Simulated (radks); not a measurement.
# Cd²⁺ in [Kr] 4d10: an all-electron calculation

An exercise on one series of results from a longer session: the logs are not shown, and one member is left open.

The numbers are computed with radks (a radial shooting solver on a logarithmic mesh, Libxc functionals) version 1 (Dirac Kohn-Sham, PBE, spin-unpolarised, spherical densities, finite nucleus), except any that are marked as measured or tabulated.

### The system

```
element            : cadmium (Z = 48)
charge             : +2
electrons          : 46
configuration      : [Kr] 4d10
nuclear rms radius : 4.6087 fm
```

The outer shells:

Cd²⁺
```
[Kr] core
4d [↑↓][↑↓][↑↓][↑↓][↑↓]
```

Set-up of the first run:

The run's settings:

```text
Z 48
configuration [Kr] 4d10 5s0 5p0 4f0 5d0
relativity Dirac
functional pbe,pbe
spin unpolarised
j_filling energy
nucleus finite rms 4.6087 fm
c 137.035999084
```

Started as:

```
python run_ks.py task.json out
```

All runs below come from this command, one after another.

One of the session's tables, all rows but one given; the rest of the session is left out.

It belongs to the step «Orbitals and density». Radial moments (bohr):

| level | <r> | outermost maximum (interpolated) | 90 % within | nodes |
| --- | --- | --- | --- | --- |
| 1s1/2 | 0.03040 | 0.0197 | 0.0546 | 0 |
| 2s1/2 | 0.1313 | 0.111 | 0.203 | 1 |
| 2p1/2 | 0.1112 | 0.0860 | 0.182 | 0 |
| 2p3/2 | 0.1164 | 0.0903 | 0.189 | 0 |
| 3s1/2 | ? | ? | ? | ? |
| 3p1/2 | 0.3494 | 0.310 | 0.526 | 1 |
| 3p3/2 | 0.3604 | 0.320 | 0.542 | 1 |
| 3d3/2 | 0.3327 | 0.264 | 0.526 | 0 |
| 3d5/2 | 0.3362 | 0.267 | 0.531 | 0 |
| 4s1/2 | 0.8796 | 0.796 | 1.28 | 3 |
| 4p1/2 | 0.9393 | 0.829 | 1.39 | 2 |
| 4p3/2 | 0.9700 | 0.854 | 1.43 | 2 |
| 4d3/2 | 1.242 | 0.974 | 1.96 | 1 |
| 4d5/2 | 1.259 | 0.985 | 1.99 | 1 |
| 5s1/2 | 2.471 | 2.15 | 3.60 | 4 |
| 5p1/2 | 2.949 | 2.55 | 4.32 | 3 |
| 5p3/2 | 3.032 | 2.64 | 4.44 | 3 |

**Question.** Estimate the row for 3s1/2.

As computed: <r>: 0.3581; outermost maximum (interpolated): 0.324; 90 % within: 0.527; nodes: 2. In the column «<r>» it lies between 3p1/2 (0.3494) and 3p3/2 (0.3604).
